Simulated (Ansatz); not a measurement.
# BBi: a single-point run

The task is a single-point run on BBi. The structure is shown as the input types it. The cell is built on a prototype (rocksalt) and needn't be the phase found in nature.

Program: Ansatz 0.2.0. Level of theory: density functional or hybrid calculation with the settings of its input, plane waves (as first typed). These are calculated values, not measurements.

6 further runs of the same task are left out: 1 for a known fault of the program, 5 that didn't finish.

## 1. Starting point

The structure is cubic, space group Fm-3m (No. 225). The conventional cell has a = 5.254 Å, b = 5.254 Å, c = 5.254 Å, α = 90.00°, β = 90.00°, γ = 90.00°. B (site symmetry m-3m) is surrounded by 6 Bi at 2.63 Å. Bi (site symmetry m-3m) has 6 B at 2.63 Å as nearest neighbours.

The input asks for a charge of +2 e on the cell.

As a file:

```
CELL_PARAMETERS angstrom
0.00000 2.62683 2.62683
2.62683 0.00000 2.62683
2.62683 2.62683 0.00000
ATOMIC_POSITIONS crystal
B 0.00000 0.00000 0.00000
Bi 0.50000 0.50000 0.50000
```

## 2. Running it

input.yaml

```yaml
crystal:
  lattice:
    - [0.0, 2.6268329169, 2.6268329169]
    - [2.6268329169, 0.0, 2.6268329169]
    - [2.6268329169, 2.6268329169, 0.0]
  atoms:
    - { symbol: B, position: [0.0, 0.0, 0.0] }
    - { symbol: Bi, position: [0.5, 0.5, 0.5] }
kpoints:
  mp_grid: { grid: [6, 6, 6] }
hamiltonian:
  xc: pbe
scf:
  occupations: { method: fermi_dirac, width: 0.02 }
  n_extra_bands: 4
  max_iter: 53
output:
  forces: true
  stress: true
  eigenvalues: true
total_charge: 2
```

On the command line:

```sh
$ ansatz run input.yaml --threads 4 --pin off --max-ram 3686MiB --backend cpu --events-out ev --progress --plain --runs-dir out
```

**Question.** How will this run end, and is anything wrong with its input?

This run ends as converged. It gives a pressure of 23 GPa, which is large; a structure far from rest gives such values too, whatever the setting.

The suspect setting: total_charge is 2. The net charge is not the one intended, so the run treats another number of electrons.

The test: delete total_charge (the default then holds).
